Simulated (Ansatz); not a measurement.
This script drives the Ansatz DFT code, driven from Python.

The script, `edit.py`:
```python
"""Editing single keys of the input for Sr3Ca."""

import logging
import sys

import ansatz
import pandas as pd

logging.basicConfig(stream=sys.stdout, format="%(name)s: %(message)s")
logger = logging.getLogger("sr3ca")
logger.setLevel(logging.INFO)

FUNCTIONAL = "pbesol"
VDW = "d3bj"
CUTOFF = 550
K_SPACING = 0.26
SIGMA = 0.1

structure = (
    ansatz.Lattice.of((8.43815, 0.0, 0.0), (-4.21907, 7.30765, 0.0), (0.0, 0.0, 6.89078))
    .atom("Sr", (0.33709, 0.16854, 0.75))
    .atom("Sr", (0.83146, 0.16854, 0.75))
    .atom("Sr", (0.83146, 0.66291, 0.75))
    .atom("Sr", (0.66291, 0.83146, 0.25))
    .atom("Sr", (0.16854, 0.83146, 0.25))
    .atom("Sr", (0.16854, 0.33709, 0.25))
    .atom("Ca", (2 / 3, 1 / 3, 0.25))
    .atom("Ca", (1 / 3, 2 / 3, 0.75))
)

calculation = (
    structure.calculation()
    .functional(FUNCTIONAL, dispersion=VDW)
    .basis(CUTOFF)
    .kpoints(spacing=K_SPACING)
    .occupations(ansatz.OccupationsMethod.METHFESSEL_PAXTON, width=SIGMA)
    .band_table()
)
typed = calculation.input()
rows = []
for value in [0.1, 0.3, 0.6]:
    edited = typed.set(ansatz.key.scf.mixing.beta, value)
    rep = ansatz.Session.from_dict(edited).plan().execute().report
    rows.append((value, rep["free_energy_ev"], rep["n_iterations"], len(rep["eigenvalues_ev"][0]) if "eigenvalues_ev" in rep else 0))
print(pd.DataFrame(rows, columns=["beta", "F eV", "iterations", "bands listed"]).round(4).to_string(index=False))
print(edited.to_yaml())
```

It is started by `python edit.py`. How long does it take on 1 thread of Arm Neoverse V2, on a shared host, and how much memory does it need?

It took about 54 s, with a peak of 0.83 GiB, for 3 runs of the engine.

```console
$ python edit.py
DeckWarning: the atoms were moved onto the symmetric positions of the space group found under crystal.symmetry.tolerance 1.0e-5 (fractional; no operation is sought that the atoms, as they stand in a [...]
 beta        F eV  iterations  bands listed
  0.1 -24542.3426           9            48
  0.3 -24542.3426           8            48
  0.6 -24542.3426           7            48
crystal:
  lattice:
    - [8.43815, 0.0, 0.0]
    - [-4.21907, 7.30765, 0.0]
    - [0.0, 0.0, 6.89078]
  atoms:
    - { symbol: Sr, position: [0.33709, 0.16854, 0.75] }
    - { symbol: Sr, position: [0.83146, 0.16854, 0.75] }
    - { symbol: Sr, position: [0.83146, 0.66291, 0.75] }
    - { symbol: Sr, position: [0.66291, 0.83146, 0.25] }
    - { symbol: Sr, position: [0.16854, 0.83146, 0.25] }
    - { symbol: Sr, position: [0.16854, 0.33709, 0.25] }
    - { symbol: Ca, position: [0.6666666666666666, 0.3333333333333333, 0.25] }
    - { symbol: Ca, position: [0.3333333333333333, 0.6666666666666666, 0.75] }
basis:
  ecutwfc: 550.0
kpoints:
  mp_grid:
    kspacing: 0.26
hamiltonian:
  xc: pbesol
  dispersion: d3bj
scf:
  occupations:
    method: methfessel_paxton
    width: 0.1
  mixing:
    beta: 0.6
output:
  eigenvalues: true
```
(Warnings from the package without file and line, shortened, repeats left out.)

Caveats:
- Absolute energies stand on the zero of these potentials, so only differences at equal settings mean something. A total without «per atom» is that of the whole cell that was run.
- Dispersion corrections can be off by several per cent in the lattices of metals, and by several GPa in the pressure at a fixed cell.
- The mesh is modest for a metal, so energies can be off by several to tens of meV an atom and pressures by half a GPa or more; differences at equal mesh fare better.
- This cell is a computed structure, which may not be the phase found in nature.
